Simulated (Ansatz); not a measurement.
Working through a convergence test of the k-point mesh of Sr, space group I4_1/amd

Program: Ansatz 0.2.0 through its Python package.

The cells in order, each with its output:

In [1]:
```python
import warnings

import ansatz as az
import pandas as pd
```

In [2]:
```python
warnings.simplefilter("ignore", az.DeckWarning)
```

In [3]:
```python
structure = (
    az.Lattice.of([-3.70635828, 3.70635828, 2.02087647], [3.70635828, -3.70635828, 2.02087647], [3.70635828, 3.70635828, -2.02087647])
    .atom("Sr", [0.75, 0.25, 0.5])
    .atom("Sr", [0.0, 0.0, 0.0])
)
```

In [4]:
```python
structure.resolved().sites[-1]
```
Out [4]:
```text
Site(symbol='Sr', position=(0.0, 0.0, 0.0), moment=None, axis=None, held=None, saved=None)
```

In [5]:
```python
base = structure.calculation()
base = base.functional(az.Functional.PBESOL)
base = base.pseudopotentials("paw")
base = base.occupations("methfessel_paxton")
```

In [6]:
```python
rows = []
for value in [(2, 2, 2), (3, 3, 3), (4, 4, 4), (5, 5, 5), (6, 6, 6), (8, 8, 8)]:
    r = base.kpoints(mesh=value).run().report
    rows.append((value, r["free_energy_ev"] / len(r["lattice"]["sites"]), r["n_iterations"], r["n_kpoints"]))
```

In [7]:
```python
table = pd.DataFrame(rows, columns=["mesh", "F/atom (eV)", "iterations", "k-points"])
table.round(5)
```
Out [7]:
```text
        mesh  F/atom (eV)  iterations  k-points
0  (2, 2, 2)  -3491.94096           6         4
1  (3, 3, 3)  -3491.96000           6         6
2  (4, 4, 4)  -3491.92510           6        13
3  (5, 5, 5)  -3491.94054           5        18
4  (6, 6, 6)  -3491.94761           7        30
5  (8, 8, 8)  -3491.94857           6        59
```

In [8]:
```python
# the last row is the reference
for row in rows[:-1]:
    shift = 1000 * (row[1] - rows[-1][1])
    print(f"{row[0]}: {shift:+.2f} meV/atom" + ("  (within 5 meV)" if abs(shift) < 5 else ""))
```
```text
(2, 2, 2): +7.61 meV/atom
(3, 3, 3): -11.43 meV/atom
(4, 4, 4): +23.47 meV/atom
(5, 5, 5): +8.03 meV/atom
(6, 6, 6): +0.96 meV/atom  (within 5 meV)
```

From 6×6×6 on it stays within 5 meV an atom of the value at 8×8×8; the first row (2×2×2) is off by 7.6 meV and the last but one by 0.96 meV. It goes up and down, since the sum over k-points isn't variational.

What to keep in mind:
- This isn't the structure that Sr takes at ambient conditions.
- Shifts are counted from the finest mesh, which is itself no proven limit.
- The whole script took 5.1 s on 1 thread of Intel(R) Xeon(R) 6975P-C (Granite Rapids) (shared host), peak memory 0.49 GiB.
